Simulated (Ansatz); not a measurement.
Geometry optimisation, Ansatz, DFT PBE, scalar-relativistic, plane waves, PAW.

The input (input.yaml):

```yaml
crystal:
  lattice:
    - [0.0, 5.43, 5.43]
    - [5.43, 0.0, 5.43]
    - [5.43, 5.43, 0.0]
  atoms:
    - { symbol: Si, position: [0.0, 0.0, 0.0] }
    - { symbol: Si, position: [0.125, 0.125, 0.125] }
    - { symbol: Si, position: [0.0, 0.0, 0.5] }
    - { symbol: Si, position: [0.125, 0.125, 0.625] }
    - { symbol: Si, position: [0.0, 0.5, 0.0] }
    - { symbol: Si, position: [0.125, 0.625, 0.125] }
    - { symbol: Si, position: [0.0, 0.5, 0.5] }
    - { symbol: Si, position: [0.125, 0.625, 0.625] }
    - { symbol: Si, position: [0.5, 0.0, 0.0] }
    - { symbol: Si, position: [0.625, 0.125, 0.125] }
    - { symbol: Si, position: [0.5, 0.0, 0.5] }
    - { symbol: Si, position: [0.625, 0.125, 0.625] }
    - { symbol: Si, position: [0.5, 0.5, 0.0] }
    - { symbol: Si, position: [0.625, 0.625, 0.125] }
    - { symbol: Si, position: [0.5, 0.5, 0.5] }
    - { symbol: Si, position: [0.625, 0.625, 0.625] }
    - { symbol: O, position: [0.2504041, 0.7472729, 0.7516533], spin: 1.0 }
magnetization:
  spin_polarized: true
basis:
  ecutwfc: 420.0
kpoints:
  mp_grid: { grid: [2, 2, 2] }
hamiltonian:
  xc: pbe
  pseudopotentials: { kind: paw, azcp: { folder: soft_1 } }
scf:
  occupations: { method: fermi_dirac, width: 0.02 }
  lower_state_search: "off"
relax:
  f_tol: 0.08
  max_steps: 25
  adjacent_minimum: "off"
output:
  write_density: true
  write_potential: true
  elf: true
  volumetric_format: npy
```

Command:

```bash
$ ansatz run input.yaml --threads 1 --pin off --max-ram 3072MiB --backend cpu --events-out ev --progress --plain --runs-dir out
```

Problem. Where does it end, and by what steps?

Solution. It converged. Limits of this set-up: coarse k mesh, a small cell, in which the defect meets its images. After 20 steps the energy has fallen by 3.489 eV; O17 moved furthest, 1.43 Å. Joined: Si5–O17 (2.70 → 1.66 Å), Si8–O17 (2.35 → 1.66 Å).

```
step  energy less start (eV)  largest force component (eV/Å)  accepted
   0                  0.0000                           0.360       yes
   1                 -0.0744                           0.256       yes
   2                 -0.1781                           0.223       yes
   3                 -0.3001                           0.870       yes
   4                 -0.4150                           1.410       yes
   5                 -0.7221                           0.970       yes
   6                 -0.9539                           1.086       yes
   7                 -1.0916                           0.285       yes
   8                 -1.1741                           0.339       yes
   9                 -1.2567                           0.221       yes
  10                 -1.2823                           0.198       yes
  11                 -1.3112                           0.157       yes
  12                 -1.3805                           0.518       yes
  13                 -1.5137                           0.629       yes
  14                 -1.6857                           1.150       yes
  15                 -2.3517                           1.642       yes
  16                 -3.0801                           1.700       yes
  17                 -3.2729                           2.079       yes
  18                 -3.3310                           1.019       yes
  19                 -3.4642                           0.327       yes
  20                 -3.4887                           0.023       yes
```

```xyz
17
Lattice="0.0000 5.4300 5.4300 5.4300 0.0000 5.4300 5.4300 5.4300 0.0000" Properties=species:S:1:pos:R:3
Si 0.062 0.038 -0.036
Si 1.389 1.343 1.388
Si 2.759 2.664 0.068
Si 4.108 4.139 1.328
Si 2.936 0.273 2.737
Si 4.352 1.590 4.035
Si 5.648 2.926 2.634
Si 6.647 4.013 4.422
Si 0.038 2.608 2.856
Si 1.413 4.030 4.122
Si 2.736 5.406 2.754
Si 4.091 6.674 4.193
Si 2.773 2.656 5.461
Si 3.930 3.917 7.075
Si 5.235 5.314 5.741
Si 6.811 6.744 6.806
O 7.511 5.406 4.133
```

Whether the end is a true minimum wasn't checked by a vibrational analysis.

Run time: 8.7 min on 1 thread of Arm Neoverse V1 (shared host), peak memory 0.67 GiB.
